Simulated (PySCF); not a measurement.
# C7H10AlF: the cost of one run

Computed with PySCF 2.14.0 and routines of our own; the level stands in each step. Atoms count from 0.

## (1) The starting structure

19 atoms, charge 0, multiplicity 1; geometry from: GFN2-xTB.

## (2) Magnetic properties: GIAO B97-2/pcSseg-1

Job settings and geometry (Å):

```
{"job": {"kind": "mag", "xc": "B97-2", "basis": "pcSseg-1", "isotopologues": 0}, "charge": 0, "multiplicity": 1}
F      1.752314     2.334278     0.490407
C      2.418530     1.167332     0.584221
C      2.009766     0.070913    -0.025634
C      0.775145    -0.033170    -0.857380
C     -0.272282    -0.976259    -0.239352
C     -0.542806    -0.499509     1.175926
C     -1.488508     0.407815     1.453397
Al    -2.356363     0.693559    -0.285883
C     -1.547706    -0.938401    -1.106155
H      3.303284     1.263260     1.195966
H      2.596630    -0.826865     0.098153
H      0.305923     0.955166    -0.958662
H      1.042631    -0.393990    -1.854049
H      0.152169    -1.986232    -0.199337
H      0.131513    -0.901375     1.928092
H     -1.583060     0.745514     2.480586
H     -3.284411     1.787173    -0.849540
H     -2.142351    -1.833820    -0.875014
H     -1.280223    -1.026136    -2.163204
```

With the program's defaults for keys left out, this is: GIAO B97-2/pcSseg-1 magnetisability, rotational g tensor and spin-rotation constants, non-relativistic, gas phase.

On the command line:

```sh
$ OMP_NUM_THREADS=1 python excited_run.py task.json out
```

One launch serves the whole session: the jobs run in the order shown.

**Question.** How long does this job take on 1 thread of Intel Xeon Platinum 8259CL at 2.50GHz, shared host, and how much memory does it need?

About 72 s, with a peak of 1 GiB.
